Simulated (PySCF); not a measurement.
# F4Se: the cost of one run

Computed with PySCF 2.14.0 and routines of our own; the level stands in each step. Atoms count from 0.

## 1. The starting structure

5 atoms, charge 0, multiplicity 1; geometry from: GFN2-xTB.

## 2. Relaxing the molecule at PBE0-D3(BJ)/def2-SVP

What the job is given:

```
{"job": {"xc": "PBE0", "basis": "def2-SVP", "d3": "d3bj", "grid": 1, "maxiter": 30, "shake": 0.01, "kind": "geom"}, "charge": 0, "multiplicity": 1}
F      0.775180    -1.480880     0.116060
Se     0.035310     0.025780    -0.562620
F     -0.791000     1.439330     0.150230
F      1.468850     0.753280     0.274330
F     -1.454760    -0.771480    -0.015890
```

Started as:

```
$ OMP_NUM_THREADS=1 python heavy_run.py task.json out
```

This one command runs all jobs of the session in turn.

**Question.** How long does this first job take on 1 thread of Arm Neoverse V2, shared host, and how much memory does it need?

About 24 s, with a peak of 0.37 GiB.
